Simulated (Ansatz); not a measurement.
# HgF3 under changes of volume

One of the cells (11.736 Å³/atom); the others are scaled copies at fixed shape and fractional positions:

```
CELL_PARAMETERS angstrom
0.00000 2.86317 2.86317
2.86317 0.00000 2.86317
2.86317 2.86317 0.00000
ATOMIC_POSITIONS crystal
Hg 0.00000 0.00000 0.00000
F 0.50000 0.50000 0.50000
F 0.75000 0.75000 0.75000
F 0.25000 0.25000 0.25000
```

The cell comes from a database or a generator and needn't be the stable form of this composition.

| Quantity | Value |
| --- | --- |
| Program | Ansatz 0.2.0 |
| Functional | PBE |
| Potentials or basis | Ansatz PAW |
| Cutoff | 420 eV (not typed: the program's choice for these potentials) |
| k mesh | 8 × 8 × 8 |
| Occupations | fermi-dirac, width 0.05 eV |
| Spin | no spin polarisation |

```csv
volume (Å³/atom),energy over the lowest point (meV/atom),pressure (GPa)
11.032,?,?
11.266,9.73,5.5
11.501,3.53,3.3
11.736,0.40,1.4
11.970,0.00,-0.4
12.205,1.95,-1.9
12.440,5.95,-3.3
```

Problem. What does the run at 11.032 Å³/atom give?

Solution. Energy over the lowest point 19.44 meV/atom; pressure 8.0 GPa.

Worked out: A Birch-Murnaghan fit of order 3 (a polynomial in V^(-2/3)) to the other rows has its minimum at 11.89 Å³/atom with B0 = V·E''(V) = 85 GPa and B' = 5.9. It gives 19.44 meV/atom at 11.032 Å³/atom, against the run's 19.44, and -dE/dV = 8.0 GPa, against 8.0.

Energies are extrapolated to zero smearing.

Caveats: an odd number of electrons without spin polarisation forces a metal; a magnetic or distorted state may lie lower.
